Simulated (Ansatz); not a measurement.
# CH7BFGeN: up Jacob's ladder to CCSD(T)

The task here is to estimate one member of a computed series from the others.

Program: Ansatz 0.2.0, Gaussian basis. Level of theory: functionals in def2-TZVPP, the program's frozen cores in correlated methods. These are calculated values, not measurements.

Levels to be run: LDA (SPW92), PBE-D4, revPBE-D4, BLYP-D4, r2SCAN-D4, B97M-V, PBE0-D4, B3LYP-D4, r2SCANh-D4, r2SCAN0-D4, HSE06-D4, BHLYP-D4, CAM-B3LYP-D4, LC-ωPBE, ωB97X-V, ωB97M-V, B2PLYP, PBE-QIDH; CCSD(T)/def2-SVP; CCSD(T)/def2-TZVPP; MP2/def2-QZVPP; extrapolation to the limit; RPA on PBE.

### Structure used throughout

An earlier PBE0-D4 in a triple-zeta def2 set relaxation fixed the geometry.

12 atoms, charge 0, spin multiplicity 1.

Atoms are counted from 1 here; the program's logs count them from 0.

Bond lengths: C1–N2 1.452 Å, C1–H6 1.091 Å, C1–H7 1.095 Å, C1–H8 1.095 Å, N2–Ge3 1.862 Å, N2–B4 1.393 Å, Ge3–H9 1.527 Å, Ge3–H10 1.539 Å, Ge3–H11 1.539 Å, B4–F5 1.341 Å, B4–H12 1.199 Å. Angles: N2–C1–H6 110.0°, N2–C1–H7 111.5°, N2–C1–H8 111.5°, H6–C1–H7 108.0°, H6–C1–H8 108.0°, H7–C1–H8 107.8°, C1–N2–Ge3 115.4°, C1–N2–B4 120.9°, Ge3–N2–B4 123.7°, N2–Ge3–H9 109.5°, N2–Ge3–H10 107.2°, N2–Ge3–H11 107.2°, H9–Ge3–H10 111.8°, H9–Ge3–H11 111.8°, H10–Ge3–H11 109.1°, N2–B4–F5 120.3°, N2–B4–H12 121.7°, F5–B4–H12 118.1°.

The first run:

Contents of in.yaml:

```yaml
crystal:
  periodic: [false, false, false]
  atoms:
    - {symbol: C, position_ang: [-1.010363, -0.267220, 1.005929]}
    - {symbol: N, position_ang: [-0.209691, 0.103873, -0.147635]}
    - {symbol: Ge, position_ang: [1.605113, -0.292987, -0.021299]}
    - {symbol: B, position_ang: [-0.793331, 0.713721, -1.256186]}
    - {symbol: F, position_ang: [-0.042818, 1.050794, -2.314956]}
    - {symbol: H, position_ang: [-2.054197, 0.004174, 0.838712]}
    - {symbol: H, position_ang: [-0.668862, 0.244213, 1.912259]}
    - {symbol: H, position_ang: [-0.967144, -1.345381, 1.193855]}
    - {symbol: H, position_ang: [2.315873, 0.154552, -1.296175]}
    - {symbol: H, position_ang: [1.725278, -1.811409, 0.196852]}
    - {symbol: H, position_ang: [2.144967, 0.437697, 1.220606]}
    - {symbol: H, position_ang: [-1.967725, 0.952771, -1.297964]}
basis:
  gaussian: {orbitals: def2-TZVPP}
hamiltonian: {xc: lda}
output: {orbitals: {seedname: orbitals}}
```

Started as:

```console
$ ansatz run in.yaml --threads 4 --pin off --events-out ev --progress --plain --max-ram 10444MiB
```

Steps of the session up to this table: LDA; PBE-D4 (GGA); revPBE-D4 (GGA); BLYP-D4 (GGA); r2SCAN-D4 (meta-GGA); B97M-V (meta-GGA); PBE0-D4 (hybrid); B3LYP-D4 (hybrid); r2SCANh-D4 (hybrid); r2SCAN0-D4 (hybrid); HSE06-D4 (hybrid); BHLYP-D4 (hybrid); CAM-B3LYP-D4 (range-separated); LC-ωPBE (range-separated); ωB97X-V (range-separated); ωB97M-V (range-separated); B2PLYP (double hybrid); PBE-QIDH (double hybrid).

One table of the session follows, with a row left open; its other results are not shown here.

It belongs to the step «Frontier levels by functional». 

```
  functional  HOMO (eV)  LUMO (eV)  gap (eV)
 LDA (SPW92)      -6.51      -0.61      5.90
      PBE-D4      -6.38      -0.34      6.04
   revPBE-D4          ?          ?         ?
     BLYP-D4      -6.25      -0.25      6.00
   r2SCAN-D4      -6.62       0.05      6.67
      B97M-V      -6.76      -0.20      6.56
     PBE0-D4      -7.68       0.50      8.18
    B3LYP-D4      -7.46       0.24      7.69
  r2SCANh-D4      -7.12       0.33      7.44
  r2SCAN0-D4      -7.86       0.73      8.59
    HSE06-D4      -7.28       0.12      7.40
    BHLYP-D4      -8.90       1.25     10.16
CAM-B3LYP-D4      -9.05       1.39     10.44
     LC-ωPBE     -10.40       2.63     13.03
     ωB97X-V     -10.05       2.43     12.48
     ωB97M-V      -9.97       2.09     12.06
```

**Question.** Estimate the row for revPBE-D4.

The run gave: HOMO (eV): -6.32; LUMO (eV): -0.20; gap (eV): 6.12. In the column «HOMO (eV)» it lies between PBE-D4 (-6.38) and BLYP-D4 (-6.25).
